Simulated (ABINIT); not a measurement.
Crystal: MoPd.

```
Pd Mo
1.0
     1.38767    0.80117    4.64477
    -1.38767    0.80117    4.64477
     0.00000   -1.60234    4.64477
Pd Mo
1 1
Direct
  0.50000 0.50000 0.50000
  0.00000 0.00000 0.00000
```

The cell comes from a database or a generator and needn't be the stable form of this composition.

| Property | Result |
| --- | --- |
| Program | ABINIT 10.8.3 (patched build) |
| Task | relaxation of cell and atoms |
| Functional | r2SCAN |
| Potentials or basis | JTH PAW PBE v2.0 |
| Cutoff | 707 eV |
| k mesh | 8 × 8 × 8 |
| Occupations | fermi-dirac, width 0.05 eV |
| Spin | no spin polarisation |

At the start: pressure -3.8 GPa; volume 15.49 Å³/atom.

**Question.** How do energy, volume and symmetry change on relaxing?

**Answer.** Over 5 steps the energy falls by 4.7 meV/atom and the volume is 15.24 Å³/atom (-1.7 %); space group R-3m (No. 166, to 0.05 Å).

Step by step:
```tsv
step	energy change (eV)	largest force (eV/Å)	pressure (GPa)	volume (Å³)
1	0.0000	0.0000	-3.84	30.98
2	-0.0076	0.0000	-1.21	30.62
3	-0.0093	0.0000	0.20	30.44
4	-0.0093	0.0000	0.13	30.45
5	-0.0093	0.0000	0.01	30.47
```

Final structure:
```
Pd Mo
1.0
     1.37538    0.79408    4.64985
    -1.37538    0.79408    4.64985
     0.00000   -1.58815    4.64985
Pd Mo
1 1
Direct
  0.50000 0.50000 0.50000
  0.00000 0.00000 0.00000
```

Caveat: the PAW data sets were made with another functional, which shifts forces and pressure a little.
